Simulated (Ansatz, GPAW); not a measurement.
NaSnBr$_{3}$: GLLB-SC, run from Python

These are simulated results from GPAW 26.7.0, not measurements. The cell was built from a prototype and was relaxed with r2SCAN in plane waves (Ansatz 0.2.0). It may be hypothetical. All runs are without spin polarisation.

The symmetry is Pm-3m (No. 221, cubic); a = 5.798 Å in the conventional setting, 38.98 Å³ an atom. Na has 12 Br at 4.10 Å; Sn has 6 Br at 2.90 Å; Br has 2 Sn at 2.90 Å and 4 Na at 4.10 Å.

GLLB-SC is a model potential. Its fundamental gap is the Kohn-Sham gap plus a derivative discontinuity, which the script evaluates at the band edges among the listed k points. Its total energy isn't variational and serves nothing here.

run.py reads:

```python
import json
from ase import Atoms
from gpaw import GPAW, PW, FermiDirac

atoms = Atoms(['Na', 'Sn', 'Br', 'Br', 'Br'],
              cell=[[5.79812001, 0.0, 0.0], [0.0, 5.79812001, 0.0], [0.0, 0.0, 5.79812001]],
              scaled_positions=[[0.0, 0.0, 0.0], [0.5, 0.5, 0.5], [0.5, 0.5, 0.0], [0.5, 0.0, 0.5], [0.0, 0.5, 0.5]],
              pbc=True)
calc = GPAW(mode=PW(400), xc='GLLBSC', kpts={'size': (4, 4, 4), 'gamma': True},
            occupations=FermiDirac(0.02), maxiter=100, legacy_gpaw=True, txt='gpaw.txt')
atoms.calc = calc
res = {'energy': atoms.get_potential_energy(force_consistent=True)}
res['electrons'] = calc.get_number_of_electrons()
res['k'] = calc.get_ibz_k_points().tolist()
res['levels'] = [calc.get_eigenvalues(kpt=i).tolist() for i in range(len(res['k']))]
points = [[0.0, 0.0, 0.0], [0.0, 0.5, 0.0], [0.5, 0.5, 0.0], [0.5, 0.5, 0.5]]
bands = calc.fixed_density(kpts=points, symmetry='off', nbands=round(res['electrons']) // 2 + 6, convergence={'bands': -2}, txt='bands.txt')
res['points'] = [bands.get_eigenvalues(kpt=i).tolist() for i in range(len(points))]
homo, lumo = bands.get_homo_lumo()
potential = calc.hamiltonian.xc.response.calculate_discontinuity_potential(homo, lumo)
res['discontinuity'] = bands.hamiltonian.xc.response.calculate_discontinuity(potential)
json.dump(res, open('results.json', 'w'))
print('free energy (eV):', round(res['energy'], 5))
```

Command: `python run.py`. It took 38 s on 1 thread of Arm Neoverse V1 (shared host), peak memory 0.23 GiB.

The log gpaw.txt, trimmed of paths, versions and times, then the last line on the terminal. An iter line gives the energy in eV and the logarithms of the changes of orbitals (plane waves alone) and density (c: converged):

```
___ ___ ___ _ _ _
 |   |   |_  | | | |

 | | | | | . | | | |

 |__ |  _|___|_____|  26.7.0
 |___|_|

Input parameters:
  kpts: {gamma: True,
         size: (4, 4, 4)}
  maxiter: 100
  mode: {ecut: 400.0,
         name: pw}
  occupations: {fixmagmom: False,
                name: fermi-dirac,
                width: 0.02}
  xc: GLLBSC

System changes: positions, numbers, cell, pbc, initial_charges, initial_magmoms

Initialize ...

species:
  Na:
    name:    Sodium
    Z:       11.0
    valence: 7
    core:    4
    charge:  0.0  # [|e|]
    compensation charges:
      type: gauss
      rc: 0.37  # [Å]
      lmax: 2
    cutoffs:
      filter: 2.17  # [Å]
      core: 2.51  # [Å]
    projectors
    | kind |    occ | energy [eV] | rcut [Å] |

    |------|--------|-------------|----------|

    |   3s |  1.000 |      -3.912 |    1.201 |

    |   2p |  6.000 |     -30.109 |    1.217 |

    |   3p |  0.000 |      -2.230 |    1.217 |

    |    s |        |      23.299 |    1.201 |

    |    d |        |       0.000 |    1.238 |

    Using partial waves for Na as LCAO basis

  Sn:
    name:    Tin
    Z:       50.0
    valence: 14
    core:    36
    charge:  0.0  # [|e|]
    compensation charges:
      type: gauss
      rc: 0.38  # [Å]
      lmax: 2
    cutoffs:
      filter: 2.23  # [Å]
      core: 2.35  # [Å]
    projectors
    | kind |    occ | energy [eV] | rcut [Å] |

    |------|--------|-------------|----------|

    |   5s |  2.000 |     -11.581 |    1.201 |

    |   5p |  2.000 |      -5.035 |    1.270 |

    |   4d | 10.000 |     -27.256 |    1.185 |

    |    s |        |      15.630 |    1.201 |

    |    p |        |      22.176 |    1.270 |

    |    d |        |      -0.045 |    1.185 |

    Using partial waves for Sn as LCAO basis

  Br:
    name:    Bromine
    Z:       35.0
    valence: 7
    core:    28
    charge:  0.0  # [|e|]
    compensation charges:
      type: gauss
      rc: 0.35  # [Å]
      lmax: 2
    cutoffs:
      filter: 1.98  # [Å]
      core: 2.38  # [Å]
    projectors
    | kind |    occ | energy [eV] | rcut [Å] |

    |------|--------|-------------|----------|

    |   4s |  2.000 |     -23.401 |    1.111 |

    |   4p |  5.000 |     -11.410 |    1.111 |

    |    s |        |       3.810 |    1.111 |

    |    p |        |      15.801 |    1.111 |

    |    d |        |       0.000 |    1.111 |

    Using partial waves for Br as LCAO basis

Reference energy: -384907.319509  # eV

Spin-paired calculation

Convergence criteria:
 Maximum [total energy] change in last 3 cyles: 0.0005 eV / valence electron
 Maximum integral of absolute [dens]ity change: 0.0001 electrons / valence electron
 Maximum integral of absolute [eigenst]ate change: 4e-08 eV^2 / valence electron
 Maximum number of scf [iter]ations: 100
 (Square brackets indicate name in SCF output, whereas a 'c' in
 the SCF output indicates the quantity has converged.)

Symmetries present (total): 48

  ( 1  0  0)  ( 1  0  0)  ( 1  0  0)  ( 1  0  0)  ( 1  0  0)  ( 1  0  0)
  ( 0  1  0)  ( 0  1  0)  ( 0  0  1)  ( 0  0  1)  ( 0  0 -1)  ( 0  0 -1)
  ( 0  0  1)  ( 0  0 -1)  ( 0  1  0)  ( 0 -1  0)  ( 0  1  0)  ( 0 -1  0)

  ( 1  0  0)  ( 1  0  0)  ( 0  1  0)  ( 0  1  0)  ( 0  1  0)  ( 0  1  0)
[... 24 lines left out ...]
  ( 0  0  1)  ( 0  0  1)  ( 0  0 -1)  ( 0  0 -1)  ( 0 -1  0)  ( 0 -1  0)
  ( 0  1  0)  ( 0 -1  0)  ( 0  1  0)  ( 0 -1  0)  ( 0  0  1)  ( 0  0 -1)

64 k-points: 4 x 4 x 4 Monkhorst-Pack grid + [1/8,1/8,1/8]
10 k-points in the irreducible part of the Brillouin zone
       k-points in crystal coordinates                weights
   0:     0.00000000    0.00000000    0.00000000          1/64
   1:     0.25000000    0.00000000    0.00000000          6/64
   2:     0.25000000    0.25000000    0.00000000         12/64
   3:     0.25000000    0.25000000    0.25000000          8/64
   4:     0.50000000    0.00000000    0.00000000          3/64
   5:     0.50000000    0.25000000    0.00000000         12/64
   6:     0.50000000    0.25000000    0.25000000         12/64
   7:     0.50000000    0.50000000    0.00000000          3/64
   8:     0.50000000    0.50000000    0.25000000          6/64
   9:     0.50000000    0.50000000    0.50000000          1/64

Wave functions: Plane wave expansion
  Cutoff energy: 400.000 eV
  Number of coefficients (min, max): 3520, 3575
  Pulay-stress correction: 0.000000 eV/Ang^3 (de/decut=0.000000)
  Using FFTW library
  ScaLapack parameters: grid=1x1, blocksize=None
  Wavefunction extrapolation:
    Improved wavefunction reuse through dual PAW basis

Occupation numbers: Fermi-Dirac:
  width: 0.0200  # eV

Eigensolver
   Davidson(niter=2)

Densities:
  Coarse grid: 27*27*27 grid
  Fine grid: 54*54*54 grid
  Total Charge: 0.000000

Density mixing:
  Method: separate
  Backend: msr1
  Linear mixing parameter: 0.05
  old densities: 10
  Width of damping distribution: 1.1
  Damping of long wavelength oscillations: 20

Hamiltonian:
  XC and Coulomb potentials evaluated on a 54*54*54 grid
  Using the GLLBSC Exchange-Correlation functional
  External potential:
    NoExternalPotential

XC parameters: GLLBSC functional being used consists of
  -----------------------------------------------------------------------
  | Weight | Module     | Description                                   |

  -----------------------------------------------------------------------
  |  1.000 | SCREENING  | GGA_X_PBE_SOL with 2 nearest neighbor stencil |

  |  1.000 | RESPONSE   | eps=0.0500 eV                                 |

  |  1.000 | XC         | GGA_C_PBE_SOL with 2 nearest neighbor stencil |

  -----------------------------------------------------------------------

Memory estimate:
  Process memory now: 117.18 MiB
  Calculator: 40.83 MiB
    Density: 12.57 MiB
      Arrays: 3.90 MiB
      Localized functions: 5.66 MiB
      Mixer: 3.00 MiB
    Hamiltonian: 2.70 MiB
      Arrays: 2.55 MiB
      XC: 0.00 MiB
      Poisson: 0.00 MiB
      vbar: 0.15 MiB
    Wavefunctions: 25.56 MiB
      Arrays psit_nG: 15.27 MiB
      Eigensolver: 1.92 MiB
      Projections: 0.30 MiB
      Projectors: 6.77 MiB
      PW-descriptor: 1.30 MiB

Total number of cores used: 1

Number of atoms: 5
Number of atomic orbitals: 28
Number of bands in calculation: 28
Number of valence electrons: 42
Bands to converge: occupied

... initialized

Initializing position-dependent things.

Density initialized from atomic densities
Creating initial wave functions:
  28 bands from LCAO basis set

     .-------------.
    /|             |

   / |             |

  /  |             |

 *   |             |

 | Br|    Sn       |

 |   |             |

 |   .--Br---------.
 |  /             /
 | /      Br     /
 |/             /
 Na------------*
Positions:
   0 Na     0.000000    0.000000    0.000000    ( 0.0000,  0.0000,  0.0000)
   1 Sn     2.899060    2.899060    2.899060    ( 0.0000,  0.0000,  0.0000)
   2 Br     2.899060    2.899060    0.000000    ( 0.0000,  0.0000,  0.0000)
   3 Br     2.899060    0.000000    2.899060    ( 0.0000,  0.0000,  0.0000)
   4 Br     0.000000    2.899060    2.899060    ( 0.0000,  0.0000,  0.0000)

Unit cell:
           periodic     x           y           z      points  spacing
  1. axis:    yes    5.798120    0.000000    0.000000    27     0.2147
  2. axis:    yes    0.000000    5.798120    0.000000    27     0.2147
  3. axis:    yes    0.000000    0.000000    5.798120    27     0.2147

  Lengths:   5.798120   5.798120   5.798120
  Angles:   90.000000  90.000000  90.000000

Effective grid spacing dv^(1/3) = 0.2147

iter:   1   -18.621566
iter:   2   -19.369000   -1.02  -1.20
iter:   3   -18.093591   -2.12  -1.13
iter:   4   -15.939788   -1.89  -1.28
iter:   5   -15.765304   -2.99  -1.69
iter:   6   -15.191898   -3.06  -1.75
iter:   7   -15.326103   -3.97  -1.88
iter:   8   -15.382924   -4.08  -2.00
iter:   9   -15.362133   -5.52  -2.18
iter:  10   -15.395117   -4.31  -2.17
iter:  11   -15.398864   -5.16  -2.42
iter:  12   -15.446617   -4.11  -2.45
iter:  13   -15.453127   -5.02  -3.56
iter:  14   -15.450282c  -6.25  -3.88
iter:  15   -15.449548c  -7.12  -4.46c
iter:  16   -15.449021c  -7.34  -4.59c
iter:  17   -15.449204c  -8.10c -4.47c

Converged after 17 iterations.

Energy contributions relative to reference atoms: (reference = -384907.319509)

Kinetic:       +125.796571
Potential:     -117.792918
External:        +0.000000
XC:             -24.087241
Entropy (-ST):   -0.000000
Local:           +0.634383
SIC:             +0.000000
--------------------------
Free energy:    -15.449204
Extrapolated:   -15.449204

GLLBSC response reference energy: 1.96061 eV (from HOMO)

Showing only first 2 kpts
 Kpt  Band  Eigenvalues  Occupancy
  0    19     -1.36258    2.00000
  0    20     -1.36258    2.00000
  0    21      4.36736    0.00000
  0    22      7.08215    0.00000

  1    19     -1.38814    2.00000
  1    20     -1.09586    2.00000
  1    21      4.82046    0.00000
  1    22      5.34300    0.00000

Fermi level: 2.31536

Gap: 0.732 eV
Transition (v -> c):
  (s=0, k=9, n=20, [0.50, 0.50, 0.50]) -> (s=0, k=9, n=21, [0.50, 0.50, 0.50])
No difference between direct/indirect transitions

free energy (eV): -15.4492
```

The gap in the log is over the mesh alone; results.json adds the listed points. GLLB-SC gives a gap of 1.01 eV (0.732 eV Kohn-Sham over the listed points plus 0.278 eV discontinuity). On the same cell, plane-wave PBE (Ansatz, 4×4×4 k points and the special points) gives a gap of 0.42 eV and r2SCAN a gap of 0.59 eV; on shared hosts these took about 6.3 and 18 core-seconds on the 5-atom cell, against 38 for the script. Spin-orbit coupling, left out in all these runs, can cut or reorder the gap by tenths of an eV, up to about 1 eV with Pb or Bi.

Spin-orbit coupling is left out, which matters wherever the heavy atoms make up the band edges.
